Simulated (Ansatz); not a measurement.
# HBrCl (doublet): from Hartree-Fock to the top rungs at distance Br1–H2 along a hydrogen transfer = 1.654 Å, cc-pVDZ

How much of the correlation energy of HBrCl (doublet) does each wave-function method recover here?

Method: cc-pVDZ, core rule «outside noble gas», up to 19 orbitals frozen; program: Ansatz 0.2.0, Gaussian basis.

The runs, in order: UHF; CCSD(T) on ROHF; CCSD(T) on UHF; BCCD(T) on ROHF; CISD; CCSDT(Q) on ROHF; CCSDT(Q) on UHF; CASSCF and MRCISD+Q, 3 electrons in 3 orbitals; CASSCF and NEVPT2, 3 electrons in 3 orbitals; CASSCF and MRCISD+Q, 15 electrons in 9 orbitals; CASSCF and MRCISD+Q(relaxed), 15 electrons in 9 orbitals; CASSCF and NEVPT2, 15 electrons in 9 orbitals.

15 further runs of the same task are left out: 14 that didn't finish, 1 set aside as unsound or not needed.

### Step 1. What is computed

The geometry derives from fragments relaxed apart (PBE0/def2-TZVP) and kept rigid, so it is no stationary point. A hydrogen atom is moved between rigid fragments. No spin-orbit coupling is included. The filled d shell of Br may be among the frozen orbitals whatever the setting's name suggests; the logs give the count.

3 atoms, charge 0, spin multiplicity 2.

Atoms are counted from 1 here; the program's logs count them from 0.

Bond lengths: Br1–H2 1.654 Å, H2–Cl3 1.525 Å. Angles: Br1–H2–Cl3 180.0°.

### Step 2. UHF

Input file in.yaml:

```yaml
crystal:
  periodic: [false, false, false]
  atoms:
    - {symbol: Br, position_ang: [0.000000, 0.000000, -1.611000]}
    - {symbol: H, position_ang: [0.000000, 0.000000, 0.043000]}
    - {symbol: Cl, position_ang: [0.000000, 0.000000, 1.568000]}
basis:
  gaussian: {orbitals: cc-pVDZ}
magnetization: {spin_polarized: true, initial_magnetization: 1}
hamiltonian: {xc: hf}
output: {orbitals: {seedname: orbitals}}
```

Command:

```bash
ansatz run in.yaml --threads 1 --pin off --events-out ev --progress --plain --max-ram 2393MiB
```

After this run come: CCSD(T) on ROHF; CCSD(T) on UHF; BCCD(T) on ROHF; CISD; CCSDT(Q) on ROHF; CCSDT(Q) on UHF; CASSCF and MRCISD+Q, 3 electrons in 3 orbitals; CASSCF and NEVPT2, 3 electrons in 3 orbitals; CASSCF and MRCISD+Q, 15 electrons in 9 orbitals; CASSCF and MRCISD+Q(relaxed), 15 electrons in 9 orbitals; CASSCF and NEVPT2, 15 electrons in 9 orbitals.

**Question.** What will the summary of the whole plan be? Wanted: UCCSDT(Q) below the RHF energy; RMP2 from UCCSDT(Q); UMP2 from UCCSDT(Q); RCCSD from UCCSDT(Q); RCCSD(T) from UCCSDT(Q); UCCSD(T) from UCCSDT(Q); RCCSDT(Q) from UCCSDT(Q); NEVPT2 pair from UCCSDT(Q); MRCISD+Q pair from UCCSDT(Q).

The runs gave:

| quantity | value |
| --- | --- |
| UCCSDT(Q) below the RHF energy | -8.2063 eV |
| RMP2 from UCCSDT(Q) | +21.47 kcal/mol |
| UMP2 from UCCSDT(Q) | +24.02 kcal/mol |
| RCCSD from UCCSDT(Q) | +4.23 kcal/mol |
| RCCSD(T) from UCCSDT(Q) | +0.73 kcal/mol |
| UCCSD(T) from UCCSDT(Q) | +0.75 kcal/mol |
| RCCSDT(Q) from UCCSDT(Q) | +0.02 kcal/mol |
| NEVPT2 pair from UCCSDT(Q) | +20.39 kcal/mol |
| MRCISD+Q pair from UCCSDT(Q) | +1.16 kcal/mol |
| NEVPT2 valence from UCCSDT(Q) | +36.71 kcal/mol |
| levels within 1 kcal/mol (43 meV) | RCCSD(T), UCCSD(T), BCCD(T), RCCSDT, UCCSDT, RCCSDT(Q), MRCISD+Q valence, MRCISD+Q(relaxed) valence |
| T1 diagnostic | 0.019 |
| effectively unpaired electrons | 1.02 |

RCCSD(T) lands +0.73 kcal/mol from the yardstick (0.4 % of the correlation energy). One determinant dominates. Of the multireference levels listed MRCISD+Q(relaxed) valence comes nearest in total energy (+0.55 kcal/mol), which doesn't show that its space is the better one. These misses are within one basis, not against nature; the frozen cores of restricted and unrestricted runs differ, which can shift their rows.
